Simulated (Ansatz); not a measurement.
**I (sc type): how the settings move a single-point run**

How sensitive is a single-point run of I (sc type) to its settings? A reference run comes first, then three runs with altered input.

Computed with Ansatz 0.2.0 (reference: DFT, PBEsol, PAW with Ansatz's default frozen-core files, scalar-relativistic, unless a step's input says otherwise).

**1. The system as given**

Symmetry: Pm-3m, No. 221, cubic system. The conventional cell has a = 2.591 Å, b = 2.591 Å, c = 2.591 Å, α = 90.00°, β = 90.00°, γ = 90.00°. Around I (site symmetry m-3m) lie 6 I at 2.59 Å.

Coordinates:

```
CELL_PARAMETERS angstrom
2.59116 0.00000 0.00000
0.00000 2.59116 0.00000
0.00000 0.00000 2.59116
ATOMIC_POSITIONS crystal
I 0.00000 0.00000 0.00000
```

**2. Reference**

File input.yaml:

```yaml
crystal:
  lattice:
    - [2.5911618003, 0.0, 0.0]
    - [0.0, 2.5911618003, 0.0]
    - [0.0, 0.0, 2.5911618003]
  atoms:
    - { symbol: I, position: [0.0, 0.0, 0.0] }
kpoints:
  mp_grid: { grid: [11, 11, 11] }
scf:
  occupations: { method: fermi_dirac, width: 0.1 }
hamiltonian:
  xc: pbesol
  pseudopotentials: { kind: paw }
output:
  forces: true
  stress: true
  eigenvalues: true
  populations: true
  write_density: true
  write_potential: true
  elf: true
  volumetric_format: npy
```

On the command line:

```console
> ansatz run input.yaml --threads 1 --pin off --max-ram 2048MiB --backend cpu --events-out ev --progress --plain --runs-dir out
```

**3. Changed: occupations.method methfessel_paxton, occupations.width 0.05**

input.yaml: that of step 2 with these lines changed.

```diff
@@ -10,3 +10,3 @@
 scf:
-  occupations: { method: fermi_dirac, width: 0.1 }
+  occupations: { method: methfessel_paxton, width: 0.05 }
 hamiltonian:
@@ -19,5 +19 @@
   populations: true
-  write_density: true
-  write_potential: true
-  elf: true
-  volumetric_format: npy
```

**4. Variant: mp_grid.grid [7, 7, 7], occupations.method methfessel_paxton, occupations.width 0.01, preconditioner kerker**

File input.yaml:

```yaml
crystal:
  lattice:
    - [2.5911618003, 0.0, 0.0]
    - [0.0, 2.5911618003, 0.0]
    - [0.0, 0.0, 2.5911618003]
  atoms:
    - { symbol: I, position: [0.0, 0.0, 0.0] }
kpoints:
  mp_grid: { grid: [7, 7, 7] }
scf:
  occupations: { method: methfessel_paxton, width: 0.01 }
  mixing: { preconditioner: kerker }
hamiltonian:
  xc: pbesol
  pseudopotentials: { kind: paw }
output:
  forces: true
  stress: true
  eigenvalues: true
  populations: true
```

**5. Changing settings: occupations.method cold, occupations.width 0.15, dr2_threshold 1.0e-09, chi_scale 0.0**

input.yaml: that of step 2 with these lines changed.

```diff
@@ -10,3 +10,5 @@
 scf:
-  occupations: { method: fermi_dirac, width: 0.1 }
+  occupations: { method: cold, width: 0.15 }
+  convergence: { dr2_threshold: 1.0e-09 }
+  initial_density: { chi_scale: 0.0 }
 hamiltonian:
```

Before running it: what results should come out? Wanted: for each run, ending; energy change; pressure; gap; force.

The runs gave:

```
                                                                                                           run     ending         energy change  pressure (GPa)  gap (eV)  force (eV/Å)  cycles    time
                                                                                                     reference  converged                     0           134.7      0.00          0.00       6   1.1 s
                                               1: occupations.method methfessel_paxton, occupations.width 0.05  converged   +1.3 meV/atom (σ→0)           135.3      0.00          0.00       5  0.99 s
2: mp_grid.grid [7, 7, 7], occupations.method methfessel_paxton, occupations.width 0.01, preconditioner kerker  converged  -48.7 meV/atom (σ→0)           130.0      0.00          0.00       6  0.59 s
                      3: occupations.method cold, occupations.width 0.15, dr2_threshold 1.0e-09, chi_scale 0.0  converged   +0.8 meV/atom (σ→0)           135.1      0.00          0.00       7   1.1 s
```

Times don't compare one to one where runs were asked for different outputs or read a saved state (see the inputs); cycles may leave out searches for a lower state.

Residual by cycle in the longest SCF loop of each run; runs are numbered as in the table. The quantity is the density residual dr2, in eV.

```
cycle  reference    run 1   run 2    run 3
    1     0.0351   0.0303  0.0402   0.0118
    2      0.016  0.00292   0.019  0.00506
    3     3.6e-5   4.5e-5  2.2e-4   1.5e-4
    4     1.8e-6   2.7e-7  1.0e-5   2.3e-6
    5     4.1e-7   6.1e-8  6.1e-7   9.3e-8
    6     4.3e-8        -  3.1e-8  5.7e-10
    7          -        -       -  1.1e-12
```

Of the converged runs whose energies compare with the reference's, «mp_grid.grid [7, 7, 7], occupations.method methfessel_paxton, occupations.width 0.01, preconditioner kerker» moves the energy most (-48.7 meV/atom) and «occupations.method cold, occupations.width 0.15, dr2_threshold 1.0e-09, chi_scale 0.0» least (+0.8 meV/atom). The structure is not at rest: the sound run finds 135 GPa, so these are no properties of the relaxed crystal. 
